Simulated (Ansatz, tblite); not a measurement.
# In14P13 wurtzite atom sphere (In₁₄P₁₃H₃₄−): rung by rung

One table from this session's results is given with a row withheld; the runs are named, their logs left out.

Program: Ansatz 0.2.0, Gaussian basis. Level of theory: as each input shows. These are calculated values, not measurements.

The runs, in order: GFN1-xTB, GFN2-xTB, PBE-D4/def2-TZVP, r2SCAN-D4/def2-TZVP, BLYP-D4/def2-TZVP, PBE-D4/def2-SVP, PBE0-D4/def2-SVP, MP2/def2-SVP, RPA/def2-SVP.

2 further runs of the same task are left out: 1 for a known fault of the program, 1 set aside as unsound or not needed. Runs told in other sessions of the task aren't counted.

### The relaxed structure

The geometry is that of the singlet, from an earlier relaxation (PBE-D4/def2-SVP).

61 atoms, charge -1, spin multiplicity 1.

Bond lengths: In1–P2 2.613 Å, In1–P10 2.613 Å, In1–H28 1.748 Å, In1–H29 1.773 Å, P2–In3 2.666 Å, P2–In5 2.534 Å, P2–H30 1.436 Å, In3–P7 2.638 Å, In3–H31 1.750 Å, In3–H32 1.736 Å, P4–In5 2.681 Å, P4–In13 2.590 Å, P4–H33 1.431 Å, P4–H34 1.431 Å, In5–P6 2.534 Å, In5–P15 2.547 Å, P6–In8 2.667 Å, P6–In9 2.613 Å and more. Angles: P2–In1–P10 96.4°, P2–In1–H28 111.6°, P2–In1–H29 106.1°, P10–In1–H28 111.6°, P10–In1–H29 106.1°, H28–In1–H29 121.9°, In1–P2–In3 130.6°, In1–P2–In5 105.7°, In1–P2–H30 104.6°, In3–P2–In5 107.9°, In3–P2–H30 104.5°, In5–P2–H30 99.3°, P2–In3–P7 97.3°, P2–In3–H31 102.6°, P2–In3–H32 108.4°, P7–In3–H31 105.4°, P7–In3–H32 112.5°, H31–In3–H32 126.5° and more.

In takes a core potential in the def2 sets. No spin-orbit coupling is included. The ion is computed in the gas phase, without counter-ions or solvent.

PBE0-D4/def2-TZVP was run before; its log isn't repeated, and its numbers join the tables.

The first run:

Tight binding, by tblite at 300 K electronic temperature and without a spin-polarisation term:

```python
tblite.interface.Calculator('GFN1-xTB', numbers, positions, charge=-1, uhf=0).singlepoint()
```

Tight binding, by tblite at 300 K electronic temperature and without a spin-polarisation term:

```python
tblite.interface.Calculator('GFN2-xTB', numbers, positions, charge=-1, uhf=0).singlepoint()
```

start.molden holds the orbitals of an earlier run on this state, given as this run's starting guess.

Contents of in.yaml:

```yaml
crystal:
  periodic: [false, false, false]
  atoms:
    - {symbol: In, position_ang: [0.008215, -4.652844, -1.599107]}
    - {symbol: P, position_ang: [-1.942582, -3.670448, -0.164784]}
    - {symbol: In, position_ang: [-2.424322, -3.833258, 2.452246]}
    - {symbol: P, position_ang: [-1.987827, -1.151434, -3.517682]}
    - {symbol: In, position_ang: [-2.131751, -1.235479, -0.841888]}
    - {symbol: P, position_ang: [-4.147361, 0.141584, -0.160961]}
    - {symbol: P, position_ang: [-2.173381, -1.264807, 2.997361]}
    - {symbol: In, position_ang: [-4.519046, -0.186206, 2.459184]}
    - {symbol: In, position_ang: [-4.044035, 2.324412, -1.593983]}
    - {symbol: P, position_ang: [1.952233, -3.663166, -0.160876]}
    - {symbol: In, position_ang: [2.421905, -3.821235, 2.459282]}
    - {symbol: P, position_ang: [1.988966, -1.146293, -3.519062]}
    - {symbol: In, position_ang: [-0.001291, -0.009079, -4.725681]}
    - {symbol: In, position_ang: [2.134980, -1.229297, -0.843524]}
    - {symbol: P, position_ang: [0.000045, -0.002046, -0.193183]}
    - {symbol: P, position_ang: [2.183568, -1.250388, 2.995942]}
    - {symbol: In, position_ang: [0.000461, -0.000023, 2.400767]}
    - {symbol: P, position_ang: [-0.004499, 2.284928, -3.521102]}
    - {symbol: In, position_ang: [-0.003586, 2.459552, -0.845915]}
    - {symbol: P, position_ang: [-2.205880, 3.515798, -0.169003]}
    - {symbol: P, position_ang: [-0.006909, 2.515843, 2.994616]}
    - {symbol: In, position_ang: [-2.105566, 4.016868, 2.447307]}
    - {symbol: P, position_ang: [4.149082, 0.153546, -0.169260]}
    - {symbol: In, position_ang: [4.532481, -0.183131, 2.447538]}
    - {symbol: In, position_ang: [4.033730, 2.339151, -1.597345]}
    - {symbol: P, position_ang: [2.195001, 3.520599, -0.165222]}
    - {symbol: In, position_ang: [2.099344, 4.008052, 2.454181]}
    - {symbol: H, position_ang: [0.011310, -6.400967, -1.568928]}
    - {symbol: H, position_ang: [0.008229, -3.742092, -3.120130]}
    - {symbol: H, position_ang: [-3.136184, -4.175563, -0.782903]}
    - {symbol: H, position_ang: [-4.143611, -4.153211, 2.504178]}
    - {symbol: H, position_ang: [-1.173062, -4.791543, 3.179748]}
    - {symbol: H, position_ang: [-2.085702, -2.456967, -4.094348]}
    - {symbol: H, position_ang: [-3.163177, -0.569496, -4.089443]}
    - {symbol: H, position_ang: [-5.181909, -0.644157, -0.772674]}
    - {symbol: H, position_ang: [-2.134090, -1.244824, 4.433482]}
    - {symbol: H, position_ang: [-5.666330, -1.505410, 2.520800]}
    - {symbol: H, position_ang: [-4.708414, 1.380485, 3.182065]}
    - {symbol: H, position_ang: [-3.272635, 1.877005, -3.125657]}
    - {symbol: H, position_ang: [-5.559289, 3.195518, -1.540269]}
    - {symbol: H, position_ang: [3.149306, -4.166672, -0.773537]}
    - {symbol: H, position_ang: [1.159347, -4.768389, 3.181877]}
    - {symbol: H, position_ang: [4.138001, -4.155737, 2.519678]}
    - {symbol: H, position_ang: [2.092744, -2.450489, -4.097700]}
    - {symbol: H, position_ang: [3.161818, -0.558005, -4.089520]}
    - {symbol: H, position_ang: [-0.002201, -0.009665, -6.466537]}
    - {symbol: H, position_ang: [2.147796, -1.226506, 4.432110]}
    - {symbol: H, position_ang: [-1.094522, 3.012983, -4.094396]}
    - {symbol: H, position_ang: [1.079009, 3.019443, -4.098393]}
    - {symbol: H, position_ang: [-2.045539, 4.801541, -0.787895]}
    - {symbol: H, position_ang: [-0.008365, 2.473466, 4.430799]}
    - {symbol: H, position_ang: [-3.561246, 3.412130, 3.174415]}
    - {symbol: H, position_ang: [-1.524027, 5.666170, 2.499042]}
    - {symbol: H, position_ang: [5.183128, -0.628121, -0.787109]}
    - {symbol: H, position_ang: [5.669413, -1.512032, 2.497304]}
    - {symbol: H, position_ang: [4.737872, 1.379180, 3.175551]}
    - {symbol: H, position_ang: [3.261163, 1.888270, -3.127421]}
    - {symbol: H, position_ang: [5.546535, 3.214433, -1.547682]}
    - {symbol: H, position_ang: [2.030505, 4.808381, -0.778654]}
    - {symbol: H, position_ang: [3.551831, 3.388563, 3.175299]}
    - {symbol: H, position_ang: [1.530321, 5.661099, 2.517018]}
basis:
  gaussian: {orbitals: def2-TZVP, fitting: {mean_field: def2-universal-jkfit}, initial_orbitals: start.molden}
total_charge: -1
hamiltonian: {xc: pbe, dispersion: d4}
scf: {omitted_lower_state_checks: [starts]}
output: {orbitals: {seedname: orbitals}}
```

On the command line:

```console
> ansatz run in.yaml --threads 11 --pin off --events-out ev --progress --plain --max-ram 174080MiB --backend cuda --devices 0, --max-vram 75GiB
```

Steps of the session up to this table: PBE-D4/def2-TZVP; r2SCAN-D4/def2-TZVP; BLYP-D4/def2-TZVP; PBE-D4/def2-SVP; PBE0-D4/def2-SVP; MP2/def2-SVP; RPA/def2-SVP.

One of the session's tables, all rows but one given; the rest of the session is left out.

| level | HOMO (eV) | gap (eV) |
| --- | --- | --- |
| PBE-D4/def2-SVP | -3.26 | 2.90 |
| PBE-D4/def2-TZVP | -3.36 | 2.86 |
| BLYP-D4/def2-TZVP | -3.21 | 2.81 |
| r2SCAN-D4/def2-TZVP | -3.57 | 3.23 |
| PBE0-D4/def2-SVP | -4.23 | 4.55 |
| PBE0-D4/def2-TZVP | ? | ? |

Estimate the missing values for PBE0-D4/def2-TZVP.

As computed: HOMO (eV): -4.30; gap (eV): 4.49. In the column «HOMO (eV)» it is the lowest.
